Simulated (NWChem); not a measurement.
# C2H7OSi (SMILES CC[SiH]O): levels of theory compared

Aim: a comparison of 3 runs (UHF/STO-3G, UHF/3-21G, UB3LYP/6-31G*) of C2H7OSi. 

The results are computed with NWChem 7.3.0.

### 1 The system as given

C2H7OSi: 11 atoms, total charge 0, spin state doublet. SMILES: `CC[SiH]O`. Geometry: relaxed at PBE0-D4/def2-TZVP. This is one conformer, not always the lowest.

Bond lengths: C1–C2 1.525 Å, C2–Si3 1.873 Å, Si3–O4 1.657 Å, C1–H5 1.092 Å, C1–H6 1.093 Å, C1–H7 1.093 Å, C2–H8 1.097 Å, C2–H9 1.094 Å, Si3–H10 1.504 Å, O4–H11 0.958 Å. Some angles: C1–C2–Si3 113.2°, C2–Si3–O4 106.6°, C1–C2–H8 110.8°, C1–C2–H9 110.9°, Si3–C2–H8 106.8°, Si3–C2–H9 108.6°, C2–C1–H5 111.4°, C2–C1–H6 111.5°, C2–C1–H7 111.5°, C2–Si3–H10 110.3°.

### 2 Energy and forces at UHF/STO-3G (run 1)

Contents of job.xyz:

```xyz
11
C2H7OSi
C     -0.501300     1.512300    -0.336700
C     -0.350000     0.009700    -0.549400
Si     0.332700    -0.883000     0.948800
O      0.559500    -2.461100     0.496900
H     -0.870600     2.007100    -1.238000
H     -1.203700     1.734200     0.470700
H      0.452600     1.978400    -0.075700
H      0.333400    -0.199600    -1.381700
H     -1.308300    -0.444600    -0.819000
H      1.638000    -0.269200     1.373300
H      0.982900    -3.041000     1.131500
```

Contents of run.py:

```python
from ase.io import read
from ase.calculators.nwchem import NWChem

molecule = read('job.xyz')

calc = NWChem(
    label='job',
    theory='scf',
    memory='2200 mb',
    basis='STO-3G',
    basispar='spherical bse',
    scf={'nopen': '1', 'uhf': None, 'thresh': '1e-08', 'maxiter': '80'},
)
molecule.calc = calc

forces = molecule.get_forces()
print("Total energy (eV):", round(molecule.get_potential_energy(), 6))
print("forces (eV/A):")
for s, f in zip(molecule.symbols, forces):
    print(f"{s:2s} {f[0]:10.5f} {f[1]:10.5f} {f[2]:10.5f}")
```

Run with:

```bash
$ export ASE_NWCHEM_COMMAND="nwchem PREFIX.nwi > PREFIX.nwo"
$ python run.py
```

Output:

```text
Total energy (eV): -11926.796638
forces (eV/A):
C    -0.12434    0.92575   -0.02833
C     0.44963   -1.33882   -0.42176
Si    1.11020    1.11581    1.72932
O    -0.68011    0.03353   -2.08059
H     0.06993   -0.10248    0.20646
H     0.15699   -0.09333   -0.20723
H    -0.23145   -0.16553   -0.08207
H    -0.42022    0.37605    0.16044
H     0.29691    0.36685    0.03826
H    -1.34268   -0.70911   -0.70983
H     0.71508   -0.40870    1.39523
```

The calculator wrote job.nwi:

```
title "job"

permanent_dir job

scratch_dir job

start job

geometry units angstrom nocenter noautosym noautoz
  C  -5.0129999999999997e-01 1.5123000000000000e+00 -3.3670000000000000e-01
  C  -3.4999999999999998e-01 9.7000000000000003e-03 -5.4940000000000000e-01
  Si 3.3270000000000000e-01 -8.8300000000000001e-01 9.4879999999999998e-01
  O  5.5950000000000000e-01 -2.4611000000000001e+00 4.9690000000000001e-01
  H  -8.7060000000000004e-01 2.0070999999999999e+00 -1.2380000000000000e+00
  H  -1.2037000000000000e+00 1.7342000000000000e+00 4.7070000000000001e-01
  H  4.5260000000000000e-01 1.9783999999999999e+00 -7.5700000000000003e-02
  H  3.3339999999999997e-01 -1.9960000000000000e-01 -1.3816999999999999e+00
  H  -1.3083000000000000e+00 -4.4460000000000000e-01 -8.1899999999999995e-01
  H  1.6379999999999999e+00 -2.6919999999999999e-01 1.3733000000000000e+00
  H  9.8290000000000000e-01 -3.0409999999999999e+00 1.1315000000000000e+00
end

memory 2200 mb

basis spherical bse noprint
   * library STO-3G
end

scf
  nopen 1
  uhf
  thresh 1e-08
  maxiter 80
end

task scf gradient
```

job.nwo:

```text
Northwest Computational Chemistry Package (NWChem) 7.3.0
             --------------------------------------------------------

           Job information
           ---------------

    nwchem branch   = 7.3.0
    use scalapack   = T
    input           = job.nwi
    prefix          = job.
    data base       = job/job.db
    status          = startup
    nproc           =        1

           Memory information
           ------------------

[... 5 lines left out ...]
    hardfail = no
[... 131 lines left out ...]
 1-e energy   =    -936.090276
[... 9 lines left out ...]
 Convergence threshold     :          1.000E-08
[... 17 lines left out ...]
      One electron energy =   -935.277640226259
[... 9 lines left out ...]
          Final alpha eigenvalues
[... 256 lines left out ...]
                     UHF Final Beta Molecular Orbital Analysis
[... 265 lines left out ...]
                 ----------------------------------------
                 |  Time  |  1-e(secs)   |  2-e(secs)   |
                 ----------------------------------------
                 |  CPU   |       0.00   |       0.37   |
                 ----------------------------------------
                 |  WALL  |       0.00   |       0.37   |
                 ----------------------------------------

 Task  times  cpu:        2.9s     wall:        2.9s
 Total times  cpu:        3.0s     wall:        3.0s
```

Run time: 4.2 s. Hardware: 1 thread of Intel Xeon Platinum 8488C (Sapphire Rapids), shared host; peak memory 0.098 GiB.

### 3 Energy and forces at UHF/3-21G (run 2)

Contents of nw.nw:

```
start nw
title "C2H7OSi gradient"
memory stack 880 mb heap 220 mb global 1100 mb
geometry noautosym nocenter noautoz
   C     -0.501300     1.512300    -0.336700
   C     -0.350000     0.009700    -0.549400
   Si     0.332700    -0.883000     0.948800
   O      0.559500    -2.461100     0.496900
   H     -0.870600     2.007100    -1.238000
   H     -1.203700     1.734200     0.470700
   H      0.452600     1.978400    -0.075700
   H      0.333400    -0.199600    -1.381700
   H     -1.308300    -0.444600    -0.819000
   H      1.638000    -0.269200     1.373300
   H      0.982900    -3.041000     1.131500
end
basis spherical bse
   C library 3-21G
   Si library 3-21G
   O library 3-21G
   H library 3-21G
end
scf
   doublet
   uhf
   thresh 1e-08
   maxiter 80
   noprint "final vectors analysis"
end
task scf gradient
```

Run with:

```bash
$ nwchem nw.nw > nw.out
```

Output:

```text
[...]
  functions       =    54
[...]
  wavefunction    = UHF
[...]
         Total SCF energy =   -441.223570869013
      One electron energy =   -935.436061034773
      Two electron energy =    329.602417788450
 Nuclear repulsion energy =    164.610072377310
                       Sz =      0.5000
                 Sz(Sz+1) =      0.7500
                      S^2 =      0.7522
[...]
                         UHF ENERGY GRADIENTS
    atom               coordinates                        gradient
                 x          y          z           x          y          z
   1 C      -0.947320   2.857833  -0.636271    0.002033  -0.017786  -0.000391
   2 C      -0.661404   0.018330  -1.038215    0.004498   0.006645   0.014614
   3 Si      0.628712  -1.668628   1.792972   -0.001627  -0.017037  -0.010953
   4 O       1.057302  -4.650805   0.939005   -0.004256   0.017480  -0.001543
   5 H      -1.645195   3.792869  -2.339481   -0.001814   0.002757  -0.004547
   6 H      -2.274663   3.277163   0.889494   -0.002906   0.001550   0.003985
   7 H       0.855290   3.738634  -0.143052    0.004218   0.002989   0.001458
   8 H       0.630035  -0.377189  -2.611034    0.004690  -0.002703  -0.003670
   9 H      -2.472329  -0.840172  -1.547686   -0.004921  -0.003827  -0.000687
  10 H       3.095371  -0.508714   2.595161    0.001653  -0.002122   0.000030
  11 H       1.857412  -5.746657   2.138225   -0.001568   0.012054   0.001702
[...]
```

It took 4.5 s on 1 thread of Intel Xeon Platinum 8488C (Sapphire Rapids), shared host; peak memory 0.099 GiB.

### 4 Energy and forces at UB3LYP/6-31G(d) (Cartesian functions) (run 3)

Contents of run.py:

```python
from ase import Atoms
from ase.calculators.nwchem import NWChem

molecule = Atoms(['C', 'C', 'Si', 'O', 'H', 'H', 'H', 'H', 'H', 'H', 'H'], positions=[
    [-0.501300, 1.512300, -0.336700],
    [-0.350000, 0.009700, -0.549400],
    [0.332700, -0.883000, 0.948800],
    [0.559500, -2.461100, 0.496900],
    [-0.870600, 2.007100, -1.238000],
    [-1.203700, 1.734200, 0.470700],
    [0.452600, 1.978400, -0.075700],
    [0.333400, -0.199600, -1.381700],
    [-1.308300, -0.444600, -0.819000],
    [1.638000, -0.269200, 1.373300],
    [0.982900, -3.041000, 1.131500],
])

calc = NWChem(
    label='struct',
    theory='dft',
    memory='2200 mb',
    basis='6-31G*',
    dft={'xc': 'b3lyp', 'mult': '2', 'grid': 'xfine', 'convergence': 'energy 1e-08', 'iterations': '100', 'mulliken': None},
)
molecule.calc = calc

forces = molecule.get_forces()
print("Total energy (eV):", round(molecule.get_potential_energy(), 6))
print("forces (eV/A):")
for s, f in zip(molecule.symbols, forces):
    print(f"{s:2s} {f[0]:10.5f} {f[1]:10.5f} {f[2]:10.5f}")
```

Run with:

```bash
$ export ASE_NWCHEM_COMMAND="nwchem PREFIX.nwi > PREFIX.nwo"
$ python run.py
```

Output:

```text
Total energy (eV): -12112.614541
forces (eV/A):
C    -0.01795    0.19438    0.00031
C    -0.02083   -0.11904   -0.16445
Si   -0.02890    0.29732    0.50224
O    -0.11318   -0.35471   -0.49417
H    -0.04474    0.07580   -0.10295
H    -0.08351    0.03944    0.07945
H     0.09714    0.05888    0.02458
H     0.03672    0.00190   -0.10434
H    -0.08603   -0.02129   -0.04479
H     0.07256    0.08392   -0.00057
H     0.18877   -0.25649    0.30462
```

The calculator wrote struct.nwi:

```
title "struct"

permanent_dir struct

scratch_dir struct

start struct

geometry units angstrom nocenter noautosym noautoz
  C  -5.0129999999999997e-01 1.5123000000000000e+00 -3.3670000000000000e-01
  C  -3.4999999999999998e-01 9.7000000000000003e-03 -5.4940000000000000e-01
  Si 3.3270000000000000e-01 -8.8300000000000001e-01 9.4879999999999998e-01
  O  5.5950000000000000e-01 -2.4611000000000001e+00 4.9690000000000001e-01
  H  -8.7060000000000004e-01 2.0070999999999999e+00 -1.2380000000000000e+00
  H  -1.2037000000000000e+00 1.7342000000000000e+00 4.7070000000000001e-01
  H  4.5260000000000000e-01 1.9783999999999999e+00 -7.5700000000000003e-02
  H  3.3339999999999997e-01 -1.9960000000000000e-01 -1.3816999999999999e+00
  H  -1.3083000000000000e+00 -4.4460000000000000e-01 -8.1899999999999995e-01
  H  1.6379999999999999e+00 -2.6919999999999999e-01 1.3733000000000000e+00
  H  9.8290000000000000e-01 -3.0409999999999999e+00 1.1315000000000000e+00
end

memory 2200 mb

basis noprint
   * library 6-31G*
end

dft
  xc b3lyp
  mult 2
  grid xfine
  convergence energy 1e-08
  iterations 100
  mulliken
end

task dft gradient
```

struct.nwo:

```text
Northwest Computational Chemistry Package (NWChem) 7.3.0
             --------------------------------------------------------

           Job information
           ---------------

    nwchem branch   = 7.3.0
    use scalapack   = T
    input           = struct.nwi
    prefix          = struct.
    data base       = struct/struct.db
    status          = startup
    nproc           =        1

           Memory information
           ------------------

[... 5 lines left out ...]
    hardfail = no
[... 128 lines left out ...]
          Convergence on energy requested:  1.00D-08
[... 30 lines left out ...]
          total energy or number of iterations.
[... 85 lines left out ...]
      One electron energy =     -938.891084091996
[... 1227 lines left out ...]
          Convergence on energy requested:  1.00D-08
[... 30 lines left out ...]
          total energy or number of iterations.
[... 36 lines left out ...]
                 ----------------------------------------
                 |  Time  |  1-e(secs)   |  2-e(secs)   |
                 ----------------------------------------
                 |  CPU   |       0.01   |       2.79   |
                 ----------------------------------------
                 |  WALL  |       0.01   |       2.79   |
                 ----------------------------------------

 Task  times  cpu:       73.5s     wall:       73.5s
 Total times  cpu:       73.5s     wall:       73.5s
```

Wall time 75 s (1 thread of Intel Xeon Platinum 8488C (Sapphire Rapids), shared host); peak memory 0.16 GiB.

### 5 All runs side by side

| run | level | Cartesian functions | iteration cap | energy (Eh) | dipole moment (D) | HOMO energy (eV) | LUMO energy (eV) | wall time |
| --- | --- | --- | --- | --- | --- | --- | --- | --- |
| 1 | UHF/STO-3G | no | 80 | -438.301696 | 1.59 | -5.68 | 6.50 | 4.2 s |
| 2 | UHF/3-21G | no | 80 | -441.223571 | 1.25 | – | – | 4.5 s |
| 3 | UB3LYP/6-31G* (Cartesian functions) | yes | 100 | -445.130378 | 0.53 | -4.98 | -1.94 | 75 s |

### 6 Outcome

```
                                 quantity          value
                      run 3: total energy  -445.13038 Eh
                     run 3: dipole moment         0.53 D
run 3: HOMO energy (highest over α and β)       -4.98 eV
 run 3: LUMO energy (lowest over α and β)       -1.94 eV
                              run 3: ⟨S²⟩          0.751
          run 3: largest force on an atom     0.619 eV/Å
```

**Reading.** The dipole moment (its size) runs from 0.53 D (UB3LYP/6-31G*) to 1.59 D (UHF/STO-3G). The two ends differ in method and basis. In run 1 the basis is minimal, so the values are rough. All runs together took 83 s, the longest 75 s.
